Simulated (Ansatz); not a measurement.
Crystal: Ba2Tl5V3O12.

```
Ba V Tl O
1.0
     6.04370    0.09549   -0.45385
    -2.57588    5.54230    0.02961
    -1.21315   -2.06132   13.92196
Ba V Tl O
2 3 5 12
Direct
  0.88251 0.01561 0.47320
  0.57886 0.79688 0.88922
  0.26936 0.10580 0.98468
  0.11629 0.55820 0.33914
  0.60807 0.30696 0.66552
  0.48361 0.28991 0.38373
  0.08311 0.07485 0.74869
  0.77279 0.89398 0.17719
  0.29791 0.66599 0.60107
  0.97201 0.46636 0.04740
  0.02458 0.05647 0.04354
  0.16369 0.86975 0.88754
  0.33585 0.37289 0.93818
  0.53308 0.10242 0.04892
  0.42674 0.67762 0.40063
  0.95197 0.64202 0.41211
  0.00696 0.24041 0.32565
  0.08373 0.64865 0.23032
  0.85890 0.33214 0.61652
  0.63673 0.58163 0.72390
  0.56343 0.09920 0.74423
  0.34984 0.20226 0.56862
```

The cell was built by a generator and needn't be a form met in nature.

| Property | Result |
| --- | --- |
| Program | Ansatz 0.2.0 |
| Task | relaxation of cell and atoms |
| Functional | PBE |
| Dispersion | D4 |
| Potentials or basis | Ansatz PAW |
| Cutoff | 420 eV (not typed: the program's choice for these potentials) |
| k mesh | 4 × 4 × 2 |
| Occupations | fermi-dirac, width 0.05 eV |
| Spin | collinear spin, ferromagnetic start |
| Starting moments | [0.0, 0.0, 2.0, 2.0, 2.0, 0.0, 0.0, 0.0, 0.0, 0.0, 0.0, 0.0, 0.0, 0.0, 0.0, 0.0, 0.0, 0.0, 0.0, 0.0, 0.0, 0.0] μB |

At the start: volume 21.12 Å³/atom.

Question: Where does the relaxation end?

Answer: It ends after 36 steps and the volume is 19.61 Å³/atom (-7.2 %); space group C2 (No. 5, to 0.05 Å); moment 0.00 μB per cell.

Step by step:
```
step  energy change (eV)  largest force (eV/Å)  volume (Å³)
   1              0.0000                0.3457       464.66
   2             -0.0585                0.4659       445.99
   3             -0.1359                0.2038       446.28
   4             -0.1692                0.1963       441.05
   5             -0.1802                0.1037       440.13
   6             -0.1918                0.0672       437.37
   7             -0.1953                0.0564       436.76
   8             -0.2005                0.0860       436.06
   9             -0.2036                0.1137       435.89
  10             -0.2079                0.1586       435.88
  11             -0.2184                0.2135       435.21
  12             -0.2302                0.3055       433.86
  13             -0.2743                0.2960       435.39
  14             -0.2925                0.4136       434.29
  15             -0.3140                0.2886       434.56
  16             -0.3177                0.1929       433.33
  17             -0.3345                0.0760       433.26
  18             -0.3339                0.0657       433.71
  19             -0.3359                0.0348       433.86
  20             -0.3370                0.0254       433.60
  21             -0.3375                0.0280       433.48
  22             -0.3381                0.0310       433.53
  23             -0.3382                0.0296       433.76
  24             -0.3384                0.0277       433.87
  25             -0.3382                0.0306       434.14
  26             -0.3384                0.0412       434.22
  27             -0.3387                0.0303       434.17
  28             -0.3391                0.0180       434.08
  29             -0.3394                0.0137       433.95
  30             -0.3396                0.0059       433.89
  31             -0.2977                0.0063       433.89
  32             -0.3024                0.0405       432.19
  33             -0.3037                0.0311       431.70
  34             -0.3039                0.0219       431.61
  35             -0.3045                0.0131       431.42
  36             -0.2992                0.0131       431.42
```

Final structure:
```yaml
crystal:
  lattice:
    - [5.96235, -0.01542, -0.46501]
    - [-2.63893, 5.38039, 0.04935]
    - [-1.20967, -1.93447, 13.61604]
  atoms:
    - { symbol: Ba, position: [0.91052, 0.01565, 0.46790] }
    - { symbol: Ba, position: [0.55666, 0.77036, 0.87312] }
    - { symbol: V, position: [0.23718, 0.12464, 0.01290] }
    - { symbol: V, position: [0.12326, 0.55572, 0.32797] }
    - { symbol: V, position: [0.66079, 0.31827, 0.67045] }
    - { symbol: Tl, position: [0.44141, 0.21480, 0.30774] }
    - { symbol: Tl, position: [0.10462, 0.07215, 0.75693] }
    - { symbol: Tl, position: [0.65415, 0.81466, 0.17064] }
    - { symbol: Tl, position: [0.33092, 0.67769, 0.58379] }
    - { symbol: Tl, position: [0.91565, 0.46239, 0.03358] }
    - { symbol: O, position: [0.92623, 0.02708, 0.03051] }
    - { symbol: O, position: [0.22297, 0.90152, 0.92202] }
    - { symbol: O, position: [0.32550, 0.40578, 0.96803] }
    - { symbol: O, position: [0.45025, 0.16762, 0.11965] }
    - { symbol: O, position: [0.45027, 0.68871, 0.37228] }
    - { symbol: O, position: [0.99179, 0.63318, 0.41900] }
    - { symbol: O, position: [0.00766, 0.22763, 0.31061] }
    - { symbol: O, position: [0.05814, 0.66072, 0.22118] }
    - { symbol: O, position: [0.91410, 0.32805, 0.62222] }
    - { symbol: O, position: [0.71490, 0.61682, 0.72007] }
    - { symbol: O, position: [0.61904, 0.12968, 0.76121] }
    - { symbol: O, position: [0.38399, 0.18685, 0.57820] }
```

Caveat: the plane-wave basis is chosen anew once the cell has moved, so the energies of steps on either side of that aren't comparable; the pressure holds a Pulay correction of +0.3 GPa for the finite cutoff; the starting moments weren't kept.
